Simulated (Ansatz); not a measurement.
# C₃H₅B: one species, many methods

How much do the methods differ for C₃H₅B? The plan is to run it at one geometry with functionals of several rungs and with coupled cluster, and see how far each lands from CCSD(T) at the basis-set limit for the atomisation energy.

Method: functionals in def2-TZVPP, the program's frozen cores in correlated methods; program: Ansatz 0.2.0, Gaussian basis.

Levels to be run: LDA (SPW92), PBE-D4, revPBE-D4, BLYP-D4, r2SCAN-D4, B97M-V, PBE0-D4, B3LYP-D4, r2SCANh-D4, r2SCAN0-D4, HSE06-D4, BHLYP-D4, CAM-B3LYP-D4, LC-ωPBE, ωB97X-V, ωB97M-V, B2PLYP, PBE-QIDH; CCSD(T)/def2-SVP; CCSD(T)/def2-TZVPP; MP2/def2-QZVPP; extrapolation to the limit; RPA on PBE.

### Step 1. Structure used throughout

All runs share one geometry, relaxed beforehand with PBE0-D4 in a triple-zeta def2 set.

SMILES `BCC#C`, 9 atoms, charge 0, spin multiplicity 1.

Atoms are counted from 1 here; the program's logs count them from 0.

Bond lengths: B1–C2 1.562 Å, B1–H5 1.197 Å, B1–H6 1.194 Å, C2–C3 1.448 Å, C2–H7 1.101 Å, C2–H8 1.101 Å, C3–C4 1.201 Å, C4–H9 1.064 Å. Angles: C2–B1–H5 117.7°, C2–B1–H6 122.4°, H5–B1–H6 119.9°, B1–C2–C3 118.0°, B1–C2–H7 106.7°, B1–C2–H8 106.9°, C3–C2–H7 110.5°, C3–C2–H8 110.6°, H7–C2–H8 102.9°, C2–C3–C4 179.0°, C3–C4–H9 179.9°.

### Step 2. LDA

This LDA is Slater exchange with PW92 correlation.

Input file in.yaml:

```yaml
crystal:
  periodic: [false, false, false]
  atoms:
    - {symbol: B, position_ang: [-0.396789, 0.893414, -1.155045]}
    - {symbol: C, position_ang: [0.306778, -0.329879, -0.485412]}
    - {symbol: C, position_ang: [0.173479, -0.490161, 0.947704]}
    - {symbol: C, position_ang: [0.051673, -0.606489, 2.136333]}
    - {symbol: H, position_ang: [-0.286199, 1.018212, -2.340233]}
    - {symbol: H, position_ang: [-1.026591, 1.690554, -0.528477]}
    - {symbol: H, position_ang: [1.369212, -0.280574, -0.771511]}
    - {symbol: H, position_ang: [-0.047876, -1.230691, -1.010095]}
    - {symbol: H, position_ang: [-0.055186, -0.710684, 3.189739]}
basis:
  gaussian: {orbitals: def2-TZVPP}
hamiltonian: {xc: lda}
output: {orbitals: {seedname: orbitals}}
```

Run with:

```sh
ansatz run in.yaml --threads 2 --pin off --events-out ev --progress --plain --max-ram 4352MiB
```

After this run come: PBE-D4 (GGA); revPBE-D4 (GGA); BLYP-D4 (GGA); r2SCAN-D4 (meta-GGA); B97M-V (meta-GGA); B3LYP-D4 (hybrid); r2SCANh-D4 (hybrid); r2SCAN0-D4 (hybrid); HSE06-D4 (hybrid); BHLYP-D4 (hybrid); CAM-B3LYP-D4 (range-separated); LC-ωPBE (range-separated); ωB97X-V (range-separated); ωB97M-V (range-separated); B2PLYP (double hybrid); PBE-QIDH (double hybrid); CCSD(T) in def2-SVP; CCSD(T) in def2-TZVPP; MP2 in def2-QZVPP; RPA on PBE orbitals.

Q: Predict the results of all the runs planned. Wanted: atomisation energy, CCSD(T)/CBS; farthest beyond LDA; mean size of error, GGA; mean size of error, meta-GGA; mean size of error, hybrid; mean size of error, range-separated; mean size of error, double hybrid; gap, smallest and largest; T1 diagnostic.

**Answer**, as computed:

```
                               quantity                                                                  value
        atomisation energy, CCSD(T)/CBS                                                         870.7 kcal/mol
functionals within 4.4 kcal/mol (0.5 %)  revPBE-D4, r2SCANh-D4, r2SCAN0-D4, LC-ωPBE, ωB97X-V, B2PLYP, PBE-QIDH
                    farthest beyond LDA                                                PBE-D4 (+25.2 kcal/mol)
                mean size of error, GGA                                                          11.3 kcal/mol
           mean size of error, meta-GGA                                                           6.6 kcal/mol
             mean size of error, hybrid                                                           8.8 kcal/mol
    mean size of error, range-separated                                                           5.4 kcal/mol
      mean size of error, double hybrid                                                           2.3 kcal/mol
              gap, smallest and largest                              3.57 eV (LDA (SPW92)), 11.10 eV (LC-ωPBE)
                          T1 diagnostic                                                                 0.0116
triples share of the correlation energy                                                                  4.3 %
```

What this shows: The LDA atomisation energy is off by 122.4 kcal/mol (14 %): it overbinds. PBE-D4 misses by +25.2 kcal/mol. Double hybrids carry the basis error of their MP2 part in triple zeta, and no dispersion term here, so their miss is partly the set-up's. Taken by rung, double hybrid functionals do best (2.3 kcal/mol on average) and GGA ones worst beyond LDA (11.3 kcal/mol). Misses under about 4.4 kcal/mol are within the doubt on the reference itself, which lacks core-valence correlation, relativity and higher excitations. Hartree-Fock recovers 76 % of the binding; the rest is correlation. CCSD(T) in def2-SVP is off by -31.8 kcal/mol, worse than the median functional, from the basis alone. Orbital gaps span 3.6 to 11.1 eV; exact exchange widens them.
